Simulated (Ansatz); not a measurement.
# GeSb2Te4: properties at the relaxed cell

An exercise on one series of results from a longer session: the logs are not shown, and one member is left open.

Program: Ansatz 0.2.0. Level of theory: DFT PBEsol, scalar-relativistic, plane waves, PAW. These are calculated values, not measurements.

1 further run of the same task is left out (set aside as unsound or not needed). Runs told in other sessions of the task aren't counted.

**The structure to begin with**

The structure is trigonal, space group R-3m (No. 166). The conventional cell has a = 4.244 Å, b = 4.244 Å, c = 38.837 Å, α = 90.00°, β = 90.00°, γ = 120.00°. Around Ge (site symmetry -3m) lie 6 Te at 2.93 Å. Sb (site symmetry 3m) has 3 Te at 3.01 Å and 3 Sb at 3.14 Å in its first shell of neighbours. Te (site symmetry 3m) has 3 Sb at 3.01 Å and 3 Te at 3.25 Å in its first shell of neighbours. Around Te (site symmetry 3m) lie 3 Ge at 2.93 Å and 3 Te at 3.25 Å.

As a file:

```cif
data_structure
_symmetry_space_group_name_H-M 'P 1'
_symmetry_Int_Tables_number 1
_cell_length_a 13.1754
_cell_length_b 13.1754
_cell_length_c 13.1754
_cell_angle_alpha 18.537
_cell_angle_beta 18.537
_cell_angle_gamma 18.537
_cell_volume 201.95
loop_
_atom_site_label
_atom_site_type_symbol
_atom_site_fract_x
_atom_site_fract_y
_atom_site_fract_z
_atom_site_occupancy
Ge1 Ge 0.00000 0.00000 0.00000 1
Sb1 Sb 0.14146 0.14146 0.14146 1
Sb2 Sb 0.85854 0.85854 0.85854 1
Te1 Te 0.42957 0.42957 0.42957 1
Te2 Te 0.57043 0.57043 0.57043 1
Te3 Te 0.29188 0.29188 0.29188 1
Te4 Te 0.70812 0.70812 0.70812 1
```

It goes back to an entry of the Materials Project, which need not be the stable form.

It is the result of an earlier relaxation at this level (volume 28.85 Å³/atom; gap on the mesh: none (metal)).

The first run:

input.yaml reads:

```yaml
crystal:
  lattice:
    - [2.1006624582, 1.2128180357, 12.8147750867]
    - [-2.1006624582, 1.2128180357, 12.8147750867]
    - [0.0, -2.4256360714, 12.8147750867]
  atoms:
    - { symbol: Ge, position: [0.0, 0.0, 0.0] }
    - { symbol: Sb, position: [0.1414580328, 0.1414580328, 0.1414580328] }
    - { symbol: Sb, position: [0.8585419672, 0.8585419672, 0.8585419672] }
    - { symbol: Te, position: [0.4295711822, 0.4295711822, 0.4295711822] }
    - { symbol: Te, position: [0.5704288178, 0.5704288178, 0.5704288178] }
    - { symbol: Te, position: [0.2918817324, 0.2918817324, 0.2918817324] }
    - { symbol: Te, position: [0.7081182676, 0.7081182676, 0.7081182676] }
basis:
  ecutwfc: 420
kpoints:
  mp_grid: { grid: [12, 12, 12] }
hamiltonian:
  xc: pbesol
scf:
  occupations: { method: gaussian, width: 0.1 }
output:
  forces: true
  stress: true
  eigenvalues: true
relax:
  adjacent_minimum: "off"
  f_tol: 0.01
  max_steps: 30
  cell: { stress_tol: 0.1, fix: [volume] }
```

On the command line:

```console
> ansatz run input.yaml --threads 2 --pin off --max-ram 5120MiB --backend cpu --events-out ev --progress --plain --runs-dir out
```

Steps of the session up to this table: Point at V/V0 = 0.97; Volume × 1.03; The cell scaled to 0.94 of its volume; Point at V/V0 = 1.06; Point at V/V0 = 0.91; Point at V/V0 = 1.10; The cell scaled to 0.88 of its volume.

One table of the session follows, with a row left open; its other results are not shown here.

It belongs to the step «Fit of the equation of state». 

```
volume (Å³/atom)  energy above the lowest point (meV/atom)  pressure (GPa)
          25.388                                      86.0            8.63
          26.253                                      46.6            6.05
          27.119                                         ?               ?
          27.984                                       4.7            1.77
          28.850                                       0.0            0.00
          29.715                                       4.0           -1.47
          30.581                                      15.3           -2.70
          31.735                                      39.7           -4.04
```

Estimate the missing values for volume (Å³/atom) = 27.119.

Worked estimate for «energy above the lowest point (meV/atom)». A straight line through the neighbours (26.253, 46.6) and (27.984, 4.7) gives 46.6 + (4.7 − 46.6) × (27.119 − 26.253) / (27.984 − 26.253) = 25.6; a parabola fitted to 4 rows on both sides gives 19.9.

**Answer.** energy above the lowest point (meV/atom): 19.9; pressure (GPa): 3.86. In «energy above the lowest point (meV/atom)» the line misses by +5.7 and the parabola by 0.0.
